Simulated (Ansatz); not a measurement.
Working through a single point from a YAML input of Sr3Mg, space group Pm-3m

With Ansatz 0.2.0, Python API.

Run as a notebook:

In [1]:
```python
import json

import ansatz
```

In [2]:
```python
INPUT = """
crystal:
  lattice:
    - [5.65022, 0.0, 0.0]
    - [0.0, 5.65022, 0.0]
    - [0.0, 0.0, 5.65022]
  atoms:
    - { symbol: Sr, position: [0.5, 0.5, 0.0] }
    - { symbol: Sr, position: [0.5, 0.0, 0.5] }
    - { symbol: Sr, position: [0.0, 0.5, 0.5] }
    - { symbol: Mg, position: [0.0, 0.0, 0.0] }
kpoints:
  mp_grid: { grid: [4, 4, 4] }
hamiltonian:
  xc: pbesol
scf:
  occupations: { method: gaussian, width: 0.05 }
  mixing: { preconditioner: resta }
basis:
  ecutwfc: "38 Ry"
output:
  forces: true
"""
```

In [3]:
```python
planned = ansatz.Session.from_yaml(INPUT).plan(threads=1, pin="off")
res = planned.execute()
report = res.report
```

In [4]:
```python
[(site.symbol, site.position_frac.round(4).tolist()) for site in res.lattice.sites]
```
Out [4]:
```text
[(<Element.SR: 'Sr'>, [0.5, 0.5, 0.0]), (<Element.SR: 'Sr'>, [0.5, 0.0, 0.5]),
 (<Element.SR: 'Sr'>, [0.0, 0.5, 0.5]), (<Element.MG: 'Mg'>, [0.0, 0.0, 0.0])]
```

In [5]:
```python
res.lattice.cell_ang
```
Out [5]:
```text
array([[5.65022, 0.     , 0.     ],
       [0.     , 5.65022, 0.     ],
       [0.     , 0.     , 5.65022]])
```

In [6]:
```python
report["n_iterations"], report["closed_by"]
```
Out [6]:
```text
(7, 'deck_thresholds')
```

In [7]:
```python
energy = report["free_energy_ev"]
print("Sr3Mg: {:.6f} eV = {:.6f} Ry = {:.6f} Ha".format(energy, energy / 13.605693, energy / 27.211386))
print("Fermi level {:.4f} eV, {} k-points, {} symmetry operations".format(report["fermi_energy_ev"], report["n_kpoints"], report["n_symmetry_ops"]))
```
```text
Sr3Mg: -12388.553431 eV = -910.541891 Ry = -455.270945 Ha
Fermi level 5.2218 eV, 10 k-points, 48 symmetry operations
```

In [8]:
```python
# forces, one row an atom
print("forces (eV/A)")
for site, force in zip(res.lattice.sites, report["forces_ev_ang"]):
    print(f"  {site.symbol:2s} {force[0]:9.4f} {force[1]:9.4f} {force[2]:9.4f}")
```
```text
forces (eV/A)
  Sr    0.0000   -0.0000    0.0000
  Sr    0.0000    0.0000    0.0000
  Sr   -0.0000    0.0000   -0.0000
  Mg   -0.0000   -0.0000   -0.0000
```

In [9]:
```python
keep = ["free_energy_ev", "energy_sigma0_ev", "fermi_energy_ev", "n_iterations", "converged", "magnetization_mub", "n_kpoints"]
with open("sr3mg.json", "w") as handle:
    json.dump({key: report[key] for key in keep}, handle, indent=1)
```

File `sr3mg.json` afterwards:
```json
{
 "free_energy_ev": -12388.55343146341,
 "energy_sigma0_ev": -12388.547189807347,
 "fermi_energy_ev": 5.221769109361957,
 "n_iterations": 7,
 "converged": true,
 "magnetization_mub": 0.0,
 "n_kpoints": 10
}
```

Caveats:
- These settings explore the input space; cutoff and mesh may be short of convergence.
- For a metal this k-point mesh is coarse: on a finer one energies can move by several to tens of meV an atom and pressures by half a GPa or more, differences at one mesh by less.
- The zero of the levels is a convention of the potentials, so an absolute Fermi energy is no work function.
- The structure comes from a database of computed cells and needn't be a stable or known phase.
- It ran for 3.7 s on 1 thread of Arm Neoverse V1, on a shared host, peak memory 0.43 GiB.
